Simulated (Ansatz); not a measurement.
**CdIrS3: a trial structure relaxed**

Where does this trial cell of CdIrS3 go when cell and atoms are let free?

Program: Ansatz 0.2.0. Level of theory: DFT PBE, scalar-relativistic, plane waves, PAW. These are calculated values, not measurements.

## (1) The system as given

The structure is cubic, space group Pm-3m (No. 221). The conventional cell has a = 4.513 Å, b = 4.513 Å, c = 4.513 Å, α = 90.00°, β = 90.00°, γ = 90.00°. Cd (site symmetry m-3m) is surrounded by 12 S at 3.19 Å. Around Ir (site symmetry m-3m) lie 6 S at 2.26 Å. S (site symmetry 4/mmm) is surrounded by 2 Ir at 2.26 Å and 4 Cd at 3.19 Å.

Structure file:

```cif
data_structure
_symmetry_space_group_name_H-M 'Pm-3m'
_symmetry_Int_Tables_number 221
_cell_length_a 4.5134
_cell_length_b 4.5134
_cell_length_c 4.5134
_cell_angle_alpha 90.000
_cell_angle_beta 90.000
_cell_angle_gamma 90.000
_cell_volume 91.94
loop_
_atom_site_label
_atom_site_type_symbol
_atom_site_symmetry_multiplicity
_atom_site_Wyckoff_symbol
_atom_site_fract_x
_atom_site_fract_y
_atom_site_fract_z
_atom_site_occupancy
Cd1 Cd 1 a 0.00000 0.00000 0.00000 1
Ir1 Ir 1 b 0.50000 0.50000 0.50000 1
S1 S 3 c 0.50000 0.50000 0.00000 1
```

A structure generator made this guess: species swapped into a database cell of ZnAgF3 (Pm-3m, No. 221), with Ir on the Zn sites, Cd on the Ag sites and S on the F sites. Its size is a rough estimate.

## (2) The guess as it stands, on a coarse mesh

File input.yaml:

```yaml
crystal:
  lattice:
    - [4.51339006, 0.0, 0.0]
    - [0.0, 4.51339006, 0.0]
    - [0.0, 0.0, 4.51339006]
  atoms:
    - { symbol: Cd, position: [0.0, 0.0, 0.0] }
    - { symbol: Ir, position: [0.5, 0.5, 0.5], spin: 1.0 }
    - { symbol: S, position: [0.5, 0.5, 0.0] }
    - { symbol: S, position: [0.0, 0.5, 0.5] }
    - { symbol: S, position: [0.5, 0.0, 0.5] }
basis:
  ecutwfc: 420
kpoints:
  mp_grid: { grid: [4, 4, 4] }
hamiltonian:
  xc: pbe
scf:
  occupations: { method: gaussian, width: 0.1 }
  lower_state_search: "off"
output:
  forces: true
  stress: true
  eigenvalues: true
  populations: true
magnetization:
  spin_polarized: true
```

Started as:

```
> ansatz run input.yaml --threads 1 --pin off --max-ram 2048MiB --backend cpu --events-out ev --progress --plain --runs-dir out
```

Further runs follow: rough relaxation on the coarse mesh; relaxation on the finer mesh.

**Question.** What will these runs give? Wanted: conventional cell; volume; energy over the elements; gap on the mesh.

As calculated:

```
                              quantity                                                                      value
symmetry at the end (tolerance 0.05 Å)                                                space group Pm-3m (No. 221)
                     conventional cell  a = 4.702 Å, b = 4.702 Å, c = 4.702 Å, α = 90.00°, β = 90.00°, γ = 90.00°
                                volume                                                              20.79 Å³/atom
              energy over the elements                                                              +0.38 eV/atom
                       gap on the mesh                                                               none (metal)
```

What this shows: The space group Pm-3m (No. 221) is kept, and the volume per atom grows by 13.1 % from the first guess. The formation energy is positive, so the separate elements lie lower. No finished test with a distortion of lower symmetry is shown, so the end may be a saddle point. Spin-orbit coupling is left out for Ir. A spin-polarised run here lost its starting moments, which speaks against magnetism, though one start doesn't rule it out. Other magnetic orders were not searched.
